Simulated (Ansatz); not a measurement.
Run this with Ansatz 0.2.0, Python API and show what comes out.

`opt_cf2gan.py`:
```python
"""Geometry optimisation of CF2GaN."""

import itertools
import warnings

import ansatz as az
from ase.data import atomic_numbers, covalent_radii
import numpy as np

GEOMETRY = """
N     1.25850   -1.25280    1.21680
C     0.50260   -0.51260    0.60730
Ga   -0.59340    0.53840   -0.46980
F    -1.44510   -0.59120   -0.91900
F     0.32730    1.74460   -0.47680
"""


def main() -> None:
    warnings.simplefilter("ignore", az.DeckWarning)

    mol = az.Crystal.molecule()
    for line in GEOMETRY.strip().splitlines():
        symbol, *xyz = line.split()
        mol = mol.atom(symbol, [float(v) for v in xyz])

    job = mol.calculation()
    job = job.basis(gaussian="def2-SVP").functional("hf")
    symbols = [site.symbol for site in mol.cartesian_sites]
    start = np.array([site.position_ang for site in mol.cartesian_sites], dtype=float)
    def progress(event):
        if event["event"] == "relax_step":
            row = event["data"]
            print(f"step {row['step']:3d}  E = {row['lagrangian_ev']:.6f} eV  largest force component {row['allowed_force_max_ev_ang']:.4f} eV/A")


    data = job.relax(force_tolerance=0.01).session().plan().execute(on_event=progress).report
    end = np.array(data["positions_ang"])

    print("reference energy %16.6f eV" % data["reference_energy_ev"])
    print("total energy     %16.6f eV" % data["free_energy_ev"])
    print("occupied orbitals outside the frozen core (up, down):", data["n_occupied"], " frozen:", data["n_frozen"], " virtual:", data["n_virtual"])

    # pairs closer than 1.2 times the sum of covalent radii, before or after
    radius = [covalent_radii[atomic_numbers[s]] for s in symbols]
    span = lambda where, i, j: np.linalg.norm(where[i] - where[j])
    bonded = [(i, j) for i, j in itertools.combinations(range(len(symbols)), 2) if min(span(start, i, j), span(end, i, j)) < 1.2 * (radius[i] + radius[j])]
    print("pair        before    after (A)")
    for i, j in bonded:
        print(f"{symbols[i]}{i}-{symbols[j]}{j}".ljust(10), f"{span(start, i, j):8.4f} {span(end, i, j):8.4f}")
    for first, second in list(itertools.combinations(bonded, 2)):
        shared = set(first) & set(second)
        if shared and symbols[(j := shared.pop())] != "H":
            i, k = sorted((set(first) | set(second)) - {j})
            u, v = end[i] - end[j], end[k] - end[j]
            angle = np.degrees(np.arccos(np.clip(u @ v / np.linalg.norm(u) / np.linalg.norm(v), -1, 1)))
            print(f"final angle {symbols[i]}{i}-{symbols[j]}{j}-{symbols[k]}{k}: {angle:.2f} deg")


if __name__ == "__main__":
    main()
```

```console
$ python opt_cf2gan.py
step   1  E = -60242.652252 eV  largest force component 10.7978 eV/A
step   2  E = -60246.256615 eV  largest force component 3.3083 eV/A
step   3  E = -60246.815293 eV  largest force component 1.5919 eV/A
step   4  E = -60247.143944 eV  largest force component 0.5868 eV/A
step   5  E = -60247.180824 eV  largest force component 0.2370 eV/A
step   6  E = -60247.182612 eV  largest force component 0.0199 eV/A
step   7  E = -60247.182640 eV  largest force component 0.0009 eV/A
reference energy    -60247.182640 eV
total energy        -60247.182640 eV
occupied orbitals outside the frozen core (up, down): [31, 31]  frozen: 0  virtual: [57, 57]
pair        before    after (A)
N0-C1        1.2210   1.1363
C1-Ga2       1.8617   1.9265
Ga2-F3       1.4843   1.7165
Ga2-F4       1.5175   1.7165
final angle N0-C1-Ga2: 179.99 deg
final angle C1-Ga2-F3: 121.10 deg
final angle C1-Ga2-F4: 121.09 deg
final angle F3-Ga2-F4: 117.81 deg
```

Total energies depend on the basis set; only differences at equal settings carry meaning. The end point is the stationary point reached from this start; no frequency run checks that it is a minimum, and the basis set is modest. Timing: 13 s on 1 thread of Arm Neoverse V2, on a shared host, peak memory 0.25 GiB.
